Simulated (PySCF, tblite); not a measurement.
**C₈H₁₀OSi: geometry, infrared bands and NMR shifts**

What infrared bands and NMR shifts should C₈H₁₀OSi (`C=C1C(=C)C(CC=O)=C1[SiH3]`) show?

Programs: tblite 0.8.0 and PySCF 2.14.0, with density-fitted response routines of our own. Each step states its level of theory. These are calculated values for one molecule in the gas phase, unless marked as measured. Atoms count from 0, in the outputs and in this text.

## Step 1: Starting geometry

20 atoms, charge 0, multiplicity 1; geometry from: force field or distance geometry start.

Bonds of the start (Å): C0–C1 1.32, C1–C2 1.44, C2–C3 1.32, C2–C4 1.44, C4–C5 1.54, C5–C6 1.51, C6–O7 1.24, C4–C8 1.36, C8–Si9 1.88, C8–C1 1.44, C0–H10 1.09, C0–H11 1.08, C3–H12 1.10, C3–H13 1.08, C5–H14 1.10, C5–H15 1.09, C6–H16 1.10, Si9–H17 1.49, Si9–H18 1.48, Si9–H19 1.49.

## Step 2: Geometry optimisation with GFN2-xTB

What the job is given:

```
{"job": {"kind": "relax", "xc": "GFN2-xTB", "basis": "xTB"}, "charge": 0, "multiplicity": 1}
C     -0.616800     2.299000    -1.562200
C     -0.328500     1.302600    -0.748400
C      0.713700     1.038900     0.215100
C      1.771800     1.699000     0.662400
C      0.099200    -0.236300     0.481400
C      0.465100    -1.395800     1.432800
C      1.795700    -1.955800     1.004300
O      2.722600    -2.182700     1.792400
C     -0.882600     0.010000    -0.423600
Si    -2.401500    -0.922500    -1.029100
H     -1.495700     2.251400    -2.210500
H     -0.006800     3.185700    -1.593800
H      2.405600     1.247500     1.436200
H      2.024600     2.677400     0.294800
H      0.537500    -1.021300     2.466300
H     -0.277700    -2.193100     1.404100
H      1.884600    -2.229000    -0.054600
H     -2.832800    -0.424100    -2.362100
H     -3.519500    -0.775700    -0.065300
H     -2.063800    -2.364500    -1.143400
```

The run is started by

```sh
OMP_NUM_THREADS=1 python probes_run.py task.json out
```

This one command runs all jobs of the session in turn.

**Question.** This job is followed by: GFN2-xTB harmonic vibrations, gas phase; GIAO PBE0/pcSseg-1 NMR shielding, non-relativistic, gas phase. What will the session give for the following? strongest single infrared mode (GFN2-xTB); zero-point energy (GFN2-xTB); 13C shifts against TMS (PBE0/pcSseg-1); 1H shifts against TMS (PBE0/pcSseg-1, means over atoms taken as alike); 17O shifts against H2O (PBE0/pcSseg-1); 29Si shifts against TMS (PBE0/pcSseg-1).

As calculated:

```
                                                              quantity                                                    value
                             strongest single infrared mode (GFN2-xTB)                                    1793 cm⁻¹, 425 km/mol
                                          zero-point energy (GFN2-xTB)                                            90.2 kcal/mol
                                13C shifts against TMS (PBE0/pcSseg-1)  196.3, 169.8, 160.2, 157.9, 156.9, 99.9, 99.7, 48.0 ppm
1H shifts against TMS (PBE0/pcSseg-1, means over atoms taken as alike)             9.51, 5.14, 5.10, 5.07, 5.07, 4.36, 3.53 ppm
                                17O shifts against H2O (PBE0/pcSseg-1)                                                694.8 ppm
                               29Si shifts against TMS (PBE0/pcSseg-1)                                               -100.1 ppm
```

The optimisation took 174 steps and gained 0.289 eV; among the close pairs (by a distance rule), C4–C5 changed most, from 1.544 to 1.486 Å. No mode is imaginary among the 54: a minimum at this level. The strongest single mode, at 1793 cm⁻¹, moves mainly C6 and O7. GFN2-xTB is a fitted tight-binding method: band positions and strengths are rough. Its intensities can rank the bands wrongly. The most deshielded carbon is C6 (aldehyde carbonyl carbon), at 196.3 ppm: low-lying n→π* states of the double bond to the heteroatom give a large paramagnetic term (-260 ppm). H16 (hydrogen on an aldehyde carbonyl carbon) lies farthest downfield among hydrogen, at 9.51 ppm; the formyl region, downfield of aromatic protons. At PBE0/pcSseg-1: The largest span, 1287 ppm, is at O7, where the paramagnetic term is -754 ppm.
